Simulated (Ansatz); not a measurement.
**C2H8SeSi: a ladder of functionals and wavefunction methods**

How much do the methods differ for C2H8SeSi? The plan is to run it at one geometry with functionals of several rungs and with coupled cluster, and see how far each lands from CCSD(T) at the basis-set limit for the atomisation energy.

Computed with Ansatz 0.2.0, Gaussian basis. Level: functionals in def2-TZVPP, the program's frozen cores in correlated methods.

Levels to be run: LDA (SPW92), PBE-D4, revPBE-D4, BLYP-D4, r2SCAN-D4, B97M-V, PBE0-D4, B3LYP-D4, r2SCANh-D4, r2SCAN0-D4, HSE06-D4, BHLYP-D4, CAM-B3LYP-D4, LC-ωPBE, ωB97X-V, ωB97M-V, B2PLYP, PBE-QIDH; CCSD(T)/def2-SVP; CCSD(T)/def2-TZVPP; MP2/def2-QZVPP; extrapolation to the limit; RPA on PBE.

### 1 Structure used throughout

An earlier PBE0-D4 in a triple-zeta def2 set relaxation fixed the geometry.

SMILES `CC[Se][SiH3]`, 12 atoms, charge 0, spin multiplicity 1.

Atoms are counted from 1 here; the program's logs count them from 0.

Bond lengths: C1–C2 1.513 Å, C1–H5 1.092 Å, C1–H6 1.093 Å, C1–H7 1.092 Å, C2–Se3 1.972 Å, C2–H8 1.090 Å, C2–H9 1.090 Å, Se3–Si4 2.265 Å, Si4–H10 1.484 Å, Si4–H11 1.488 Å, Si4–H12 1.488 Å. Angles: C2–C1–H5 111.3°, C2–C1–H6 110.1°, C2–C1–H7 111.3°, H5–C1–H6 108.0°, H5–C1–H7 108.1°, H6–C1–H7 108.0°, C1–C2–Se3 109.7°, C1–C2–H8 111.4°, C1–C2–H9 111.4°, Se3–C2–H8 107.7°, Se3–C2–H9 107.7°, H8–C2–H9 108.8°, C2–Se3–Si4 96.7°, Se3–Si4–H10 106.6°, Se3–Si4–H11 111.1°, Se3–Si4–H12 111.2°, H10–Si4–H11 109.9°, H10–Si4–H12 109.9° and more.

### 2 LDA

This LDA is Slater exchange with PW92 correlation.

in.yaml

```yaml
crystal:
  periodic: [false, false, false]
  atoms:
    - {symbol: C, position_ang: [-0.285759, 2.031488, 0.693957]}
    - {symbol: C, position_ang: [-0.268326, 0.532040, 0.494414]}
    - {symbol: Se, position_ang: [0.712202, 0.092162, -1.158628]}
    - {symbol: Si, position_ang: [0.492049, -2.157111, -1.007630]}
    - {symbol: H, position_ang: [0.726353, 2.431768, 0.781374]}
    - {symbol: H, position_ang: [-0.828122, 2.282172, 1.609741]}
    - {symbol: H, position_ang: [-0.779009, 2.536982, -0.138828]}
    - {symbol: H, position_ang: [-1.277912, 0.131953, 0.397154]}
    - {symbol: H, position_ang: [0.232243, 0.026895, 1.320929]}
    - {symbol: H, position_ang: [1.182409, -2.731539, -2.188558]}
    - {symbol: H, position_ang: [1.111084, -2.673191, 0.242639]}
    - {symbol: H, position_ang: [-0.940213, -2.558720, -1.012864]}
basis:
  gaussian: {orbitals: def2-TZVPP}
hamiltonian: {xc: lda}
output: {orbitals: {seedname: orbitals}}
```

The run is started by

```console
ansatz run in.yaml --threads 4 --pin off --events-out ev --progress --plain --max-ram 10444MiB
```

The runs that follow: PBE-D4 (GGA); revPBE-D4 (GGA); BLYP-D4 (GGA); r2SCAN-D4 (meta-GGA); B97M-V (meta-GGA); PBE0-D4 (hybrid); B3LYP-D4 (hybrid); r2SCANh-D4 (hybrid); r2SCAN0-D4 (hybrid); HSE06-D4 (hybrid); BHLYP-D4 (hybrid); CAM-B3LYP-D4 (range-separated); LC-ωPBE (range-separated); ωB97X-V (range-separated); ωB97M-V (range-separated); B2PLYP (double hybrid); PBE-QIDH (double hybrid); CCSD(T) in def2-SVP; CCSD(T) in def2-TZVPP; MP2 in def2-QZVPP; RPA on PBE orbitals.

**Question.** What will the summary of the whole plan be? Wanted: atomisation energy, CCSD(T)/CBS; farthest beyond LDA; mean size of error, GGA; mean size of error, meta-GGA; mean size of error, hybrid; mean size of error, range-separated; mean size of error, double hybrid; gap, smallest and largest; T1 diagnostic.

The runs gave:

| quantity | value |
| --- | --- |
| atomisation energy, CCSD(T)/CBS | 4097.6 kJ/mol |
| functionals within 41.0 kJ/mol (1.0 %) | PBE-D4, r2SCAN-D4, B97M-V, PBE0-D4, B3LYP-D4, r2SCANh-D4, r2SCAN0-D4, HSE06-D4, CAM-B3LYP-D4, ωB97X-V, ωB97M-V, PBE-QIDH |
| farthest beyond LDA | BHLYP-D4 (-83.5 kJ/mol) |
| mean size of error, GGA | 39.1 kJ/mol |
| mean size of error, meta-GGA | 5.8 kJ/mol |
| mean size of error, hybrid | 29.7 kJ/mol |
| mean size of error, range-separated | 19.8 kJ/mol |
| mean size of error, double hybrid | 47.5 kJ/mol |
| gap, smallest and largest | 4.38 eV (LDA (SPW92)), 11.24 eV (LC-ωPBE) |
| T1 diagnostic | 0.0094 |
| triples share of the correlation energy | 3.7 % |

**Reading.** LDA overbinds by 490.6 kJ/mol (12 %). PBE-D4 misses by +17.6 kJ/mol. Double hybrids carry the basis error of their MP2 part in triple zeta, and no dispersion term here, so their miss is partly the set-up's. The rungs meta-GGA, range-separated, hybrid, GGA miss on average by less than the doubt on the reference (41.0 kJ/mol), so they tie. Misses under about 41.0 kJ/mol are within the doubt on the reference itself, which lacks core-valence correlation, relativity and higher excitations, and its outer-core shells are covered unevenly. All levels share the lack of spin-orbit coupling, which lowers the free heavy atoms and so the true binding. Hartree-Fock recovers 75 % of the binding; the rest is correlation. CCSD(T) in def2-SVP is off by -227.3 kJ/mol, more than most functionals: a good method in a small basis is no reference. The gap grows from 4.4 to 11.2 eV across the functionals, mostly with the share of exact exchange. Correlated methods include outer-core shells of Se, which these sets cover unevenly.
